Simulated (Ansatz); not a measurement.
# C3H7AlOSi: the cost of one run

Method: RKS B3LYP-D4/6-31G, in Ansatz 0.2.0.

**1. Starting point**

Bond lengths: C1–C2 1.366 Å, C2–Al3 1.956 Å, Al3–Si4 2.429 Å, Al3–C5 1.966 Å, C5–O6 1.216 Å, C1–H7 1.037 Å, C1–H8 1.076 Å, C2–H9 1.102 Å, Si4–H10 1.455 Å, Si4–H11 1.401 Å, Si4–H12 1.495 Å, C5–H13 1.143 Å. Angles (14 of 18 angles, heavy atoms first): C1–C2–Al3 119.7°, C2–Al3–Si4 121.0°, C2–Al3–C5 120.9°, Si4–Al3–C5 116.9°, Al3–C5–O6 122.1°, C1–C2–H9 122.0°, Al3–C2–H9 118.2°, C2–C1–H7 122.3°, C2–C1–H8 114.2°, Al3–Si4–H10 108.7°, Al3–Si4–H11 108.8°, Al3–Si4–H12 105.5°, Al3–C5–H13 118.4°, O6–C5–H13 119.5°.

Structure file:

```xyz
13

C    -1.8621   -1.1472    1.0791
C    -1.6279    0.1243    0.6385
Al    0.0368    0.5331   -0.3037
Si    1.7978   -1.1268   -0.5101
C     0.4987    2.3845   -0.7781
O     1.5798    2.6792   -1.2512
H    -1.1902   -1.9214    0.9208
H    -2.8114   -1.2772    1.5686
H    -2.3272    0.9516    0.8418
H     2.5458   -1.1709    0.7370
H     2.5660   -0.8313   -1.6438
H     1.0947   -2.4349   -0.6840
H    -0.2803    3.2023   -0.6002
```

**2. Relaxing end A**

input.yaml reads:

```yaml
crystal:
  periodic: [false, false, false]
  atoms:
    - { symbol: C, position_ang: [-1.8621, -1.1472, 1.0791] }
    - { symbol: C, position_ang: [-1.6279, 0.1243, 0.6385] }
    - { symbol: Al, position_ang: [0.0368, 0.5331, -0.3037] }
    - { symbol: Si, position_ang: [1.7978, -1.1268, -0.5101] }
    - { symbol: C, position_ang: [0.4987, 2.3845, -0.7781] }
    - { symbol: O, position_ang: [1.5798, 2.6792, -1.2512] }
    - { symbol: H, position_ang: [-1.1902, -1.9214, 0.9208] }
    - { symbol: H, position_ang: [-2.8114, -1.2772, 1.5686] }
    - { symbol: H, position_ang: [-2.3272, 0.9516, 0.8418] }
    - { symbol: H, position_ang: [2.5458, -1.1709, 0.737] }
    - { symbol: H, position_ang: [2.566, -0.8313, -1.6438] }
    - { symbol: H, position_ang: [1.0947, -2.4349, -0.684] }
    - { symbol: H, position_ang: [-0.2803, 3.2023, -0.6002] }
basis:
  gaussian: { orbitals: "6-31G" }
hamiltonian:
  xc: b3lyp
  dispersion: d4
relax:
  f_tol: 0.015
  max_steps: 40
output:
  orbitals: {}
```

Command:

```bash
$ ansatz run input.yaml --threads 1 --pin off --max-ram 2048MiB --backend cpu --events-out ev --progress --plain --runs-dir out
```

What time and memory should one allow on 1 thread of Arm Neoverse V2, shared host?

About 2.9 min, with a peak of 0.18 GiB.
